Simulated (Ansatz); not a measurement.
Run this with Ansatz's Python interface and show what comes out.

`random_alloy_mg.py`:
```python
'''Random Mg-Au cells of 8 mixed sites, after relaxing cells and atoms.'''

from collections import Counter
import warnings

import ansatz as az
import numpy as np
import pandas as pd


def fcc(A, a):
    return (
        az.Lattice.fcc(a)
        .space_group(225)
        .atom(A, (0, 0, 0))
        .primitive()
    )

A_FIRST, A_LAST = 4.53, 4.07


def ground_state(name, crystal):
    calc = (
        crystal.calculation()
        .accuracy('low')
        .eigensolver('davidson', full_accuracy=True)
        .functional('lda')
        .basis(520)
        .kpoints(spacing=0.3)
        .occupations('fermi_dirac', width=0.05)
        .band_table()
    )
    calc = calc.relax(force_tolerance=0.03, max_steps=40, cell=True)
    return calc.run(threads=1)

def relaxed_twice(name, crystal):
    # the second pass draws mesh and plane waves anew for the relaxed cell
    first = ground_state(name, crystal)
    again = az.Crystal(lattice=az.Lattice.of(first.lattice.cell_ang))
    for site in first.report['lattice']['sites']:
        again = again.atom(site['symbol'], site['position_frac'])
    return ground_state(name, again)


def volume_per_atom(outcome):
    return abs(np.linalg.det(outcome.lattice.cell_ang)) / len(outcome.lattice.sites)


def counts(outcome):
    return Counter(site.symbol for site in outcome.lattice.sites)


def main() -> None:
    warnings.simplefilter('ignore', az.DeckWarning)

    phases = {'Mg': fcc('Mg', A_FIRST), 'Au': fcc('Au', A_LAST)}
    for k in [3]:
        a = A_FIRST + (A_LAST - A_FIRST) * k / 8
        supercell = fcc('Mg', a).supercell(2).resolved()
        for seed in [23, 8]:
            drawn = supercell.site_disorder().occupy('Mg', Mg=8 - k, Au=k).random(seed=seed)
            phases[f'Mg{8 - k}Au{k} seed {seed}'] = drawn.crystal

    done = {}
    for name, crystal in phases.items():
        done[name] = relaxed_twice(name, crystal)
        print(f'{name}: {done[name].report["energy_sigma0_ev"]:.4f} eV, {len(done[name].lattice.sites)} atoms')

    # x is the share of the second element on the mixed sites; both end members stand on this same lattice
    x = {name: counts(o)['Au'] / (counts(o)['Mg'] + counts(o)['Au']) for name, o in done.items()}
    first, last = min(x, key=x.get), max(x, key=x.get)
    energy = {name: o.report['energy_sigma0_ev'] / len(o.lattice.sites) for name, o in done.items()}
    volume = {name: volume_per_atom(o) for name, o in done.items()}
    rows = []
    for name in sorted(done, key=x.get):
        line = lambda table: (1 - x[name]) * table[first] + x[name] * table[last]
        rows.append((name, x[name], 1000 * (energy[name] - line(energy)), volume[name], 100 * (volume[name] / line(volume) - 1)))
    print(pd.DataFrame(rows, columns=['cell', 'x(Au)', 'E_mix (meV/atom)', 'V (A^3/atom)', 'excess V (%)']).round(4).to_string(index=False))


if __name__ == '__main__':
    main()
```

```console
$ python random_alloy_mg.py
Mg: -1901.5843 eV, 1 atoms
Au: -12864.9797 eV, 1 atoms
Mg5Au3 seed 23: -48105.3847 eV, 8 atoms
Mg5Au3 seed 8: -48105.3847 eV, 8 atoms
          cell  x(Au)  E_mix (meV/atom)  V (A^3/atom)  excess V (%)
            Mg  0.000            0.0000       21.7574        0.0000
Mg5Au3 seed 23  0.375         -315.4965       17.6531      -10.9028
 Mg5Au3 seed 8  0.375         -315.4965       17.6531      -10.9028
            Au  1.000            0.0000       16.5731        0.0000
```

Reading the output:
- The settings weren't tested for convergence.
- For the metals among these phases the mesh is modest: differences between phases can be off by up to 40 meV an atom.
- Spin-orbit coupling, which matters for elements this heavy, is left out.
- Cells of eight mixed sites are far from the random limit, and both end members stand on the same lattice, which need not be their own. Differences under about 40 meV an atom lie within the error of mesh and functional.
- The cells are prototypes set up for this calculation and needn't exist.
- Run time: 7.5 min on 1 thread of Arm Neoverse V2 (shared host), peak memory 0.63 GiB.
